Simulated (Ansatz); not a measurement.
# CaZrN2: a single-point run

Aim: a sound single-point run of CaZrN2. The structure is shown as the input types it. The cell is built on a prototype (ordering on rocksalt) and needn't be the phase found in nature.

Method: density functional or hybrid calculation with the settings of its input, plane waves (as first typed), in Ansatz 0.2.0.

1 further run of the same task is left out (for a known fault of the program).

## 1. The starting structure

Symmetry: P4/mmm, No. 123, tetragonal system. Conventional cell: a = 3.349 Å, b = 3.349 Å, c = 4.621 Å, α = 90.00°, β = 90.00°, γ = 90.00°. Ca (site symmetry 4/mmm) has 6 N at 2.31 to 2.37 Å as nearest neighbours. N (site symmetry 4/mmm) has 2 Ca at 2.31 Å and 4 Zr at 2.37 Å as nearest neighbours. Zr (site symmetry 4/mmm) has 6 N at 2.31 to 2.37 Å as nearest neighbours. Around N (site symmetry 4/mmm) lie 2 Zr at 2.31 Å and 4 Ca at 2.37 Å.

As a file:

```xyz
4
Lattice="3.3491 0.0000 0.0000 0.0000 3.3491 0.0000 0.0000 0.0000 4.6214" Properties=species:S:1:pos:R:3 pbc="T T T"
Ca    0.0000    0.0000    0.0000
N     0.0000    0.0000    2.3107
Zr    1.6746    1.6746    2.3107
N     1.6746    1.6746    0.0000
```

## 2. The run

The input, input.yaml:

```yaml
crystal:
  lattice:
    - [3.3491255339, 0.0, 0.0]
    - [0.0, 3.3491255339, 0.0]
    - [0.0, 0.0, 4.6214201287]
  atoms:
    - { symbol: Ca, position: [0.0, 0.0, 0.0] }
    - { symbol: "N", position: [0.0, 0.0, 0.5] }
    - { symbol: Zr, position: [0.5, 0.5, 0.5] }
    - { symbol: "N", position: [0.5, 0.5, 0.0] }
kpoints:
  mp_grid: { grid: [6, 6, 4] }
hamiltonian:
  xc: pbesol
scf:
  occupations: { method: cold, width: 1.5 }
  n_extra_bands: 5
output:
  forces: true
  stress: true
  eigenvalues: true
```

Run with:

```console
$ ansatz run input.yaml --threads 4 --pin off --max-ram 3686MiB --backend cpu --events-out ev --progress --plain --runs-dir out
```

What happens when this is run?

This run ends as converged. That alone doesn't make the input a sound one.

Look at the input: scf.occupations.method is cold; scf.occupations.width is 1.5. Occupations are smeared over electronvolts, wider than many features of the bands.

The test: set scf.occupations.method to fermi_dirac and scf.occupations.width to 0.02.
